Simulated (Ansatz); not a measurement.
# CH2FInOS: from a rough start to a minimum

The task is to find a stationary geometry of CH2FInOS, then compute its harmonic vibrations to see whether it is a minimum and to get the zero-point energy and entropy.

Method: RKS PBE0-D4/def2-TZVP; program: Ansatz 0.2.0, Gaussian basis.

Levels to be run: relaxation at PBE0-D4/def2-TZVP; harmonic vibrations at the same level.

1 further run of the same task is left out (set aside as unsound or not needed).

### 1 The starting structure

SMILES `O[C](=S)[InH][F]`, 7 atoms, charge 0, spin multiplicity 1.

Atoms are counted from 1 here; the program's logs count them from 0.

Bond lengths: O1–C2 1.290 Å, O1–H6 0.993 Å, C2–S3 1.595 Å, C2–In4 2.379 Å, In4–F5 2.095 Å, In4–H7 1.839 Å. Angles: C2–O1–H6 111.4°, O1–C2–S3 129.1°, O1–C2–In4 105.0°, S3–C2–In4 125.9°, C2–In4–F5 85.3°, C2–In4–H7 156.1°, F5–In4–H7 118.6°.

Geometry (Å):

```
O     0.08805    0.01164    1.65701
C     0.61314   -0.72903    0.74086
S     1.59220   -1.97858    0.89493
In   -0.19704    0.16206   -1.31124
F    -1.20135    1.55424   -0.11093
H    -0.48345    0.72257    1.26442
H    -0.41154    0.25709   -3.13506
```

The start is a GFN2-xTB geometry. In takes the def2 core potential; no spin-orbit term is included.

### 2 Relaxation at PBE0-D4/def2-TZVP

Input file in.yaml:

```yaml
crystal:
  periodic: [false, false, false]
  atoms:
    - {symbol: O, position_ang: [0.088050, 0.011640, 1.657010]}
    - {symbol: C, position_ang: [0.613140, -0.729030, 0.740860]}
    - {symbol: S, position_ang: [1.592200, -1.978580, 0.894930]}
    - {symbol: In, position_ang: [-0.197040, 0.162060, -1.311240]}
    - {symbol: F, position_ang: [-1.201350, 1.554240, -0.110930]}
    - {symbol: H, position_ang: [-0.483450, 0.722570, 1.264420]}
    - {symbol: H, position_ang: [-0.411540, 0.257090, -3.135060]}
basis:
  gaussian: {orbitals: def2-TZVP}
hamiltonian: {xc: pbe0, dispersion: d4}
relax: {f_tol: 0.005, max_steps: 150}
```

The runs that follow: Force constants and modes.

**Question.** What will the summary of the whole plan be? Wanted: point group; shift from the start; total energy; dispersion term; dipole moment; lowest, highest wavenumber; zero-point energy.

The runs gave:

```
                  quantity            value
               point group               Cs
                     steps               11
shift from the start (rms)          0.122 Å
              total energy   -21836.0361 eV
           dispersion term         -148 meV
             dipole moment           3.54 D
lowest, highest wavenumber    88, 3379 cm⁻¹
         zero-point energy    18.6 kcal/mol
       entropy at 298.15 K  352.7 J/(mol K)
```

In words: The atoms moved 0.12 Å (rms) from the start; the bond that changed most is C2–In4, from 2.379 to 2.158 Å. No mode is imaginary: a true minimum at this level. The stiffest mode, 3379 cm⁻¹, is an O–H stretch, and 3 modes under 200 cm⁻¹ make the vibrational entropy uncertain. Harmonic hybrid wavenumbers usually lie a few per cent above measured fundamentals. The largest Mulliken charge, +0.68 e, sits on In4.
